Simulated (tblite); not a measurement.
# Cl3H3HfO4Ti: the cost of one run

Programs: tblite 0.8.0 and PySCF 2.14.0. All values are calculated, for the isolated system unless a continuum is named. Atoms count from 0, parts from 1.

## 1. Starting point

12 atoms, charge 0, multiplicity 1; geometry: distance geometry start.

## 2. Geometry optimisation with GFN2-xTB

Job settings and geometry (Å):

```
{"job": {"kind": "relax", "xc": "GFN2-xTB", "basis": "xTB"}, "charge": 0, "multiplicity": 1}
O      0.377491     1.450056    -1.900616
Hf     0.024088     1.324756     0.131658
O      1.800401     1.531991     1.159179
O     -1.266695     2.818648     0.701616
O     -0.829258    -0.511642     0.588696
Ti     0.046733    -2.235130     0.341154
Cl    -0.769932    -3.732620     1.850503
Cl    -0.361316    -2.975114    -1.754436
Cl     2.272792    -2.014667     0.622992
H      0.675716     0.693459    -2.441602
H      2.356804     0.793448     1.483241
H     -1.632953     3.500573     0.094926
```

Method: GFN2-xTB geometry optimisation, gas phase.

On the command line:

```sh
> OMP_NUM_THREADS=1 python cluster_run.py task.json out
```

One launch serves the whole session: the jobs run in the order shown.

**Question.** How long does this first job take on 1 thread of Arm Neoverse N1, shared host?

About 5 s.
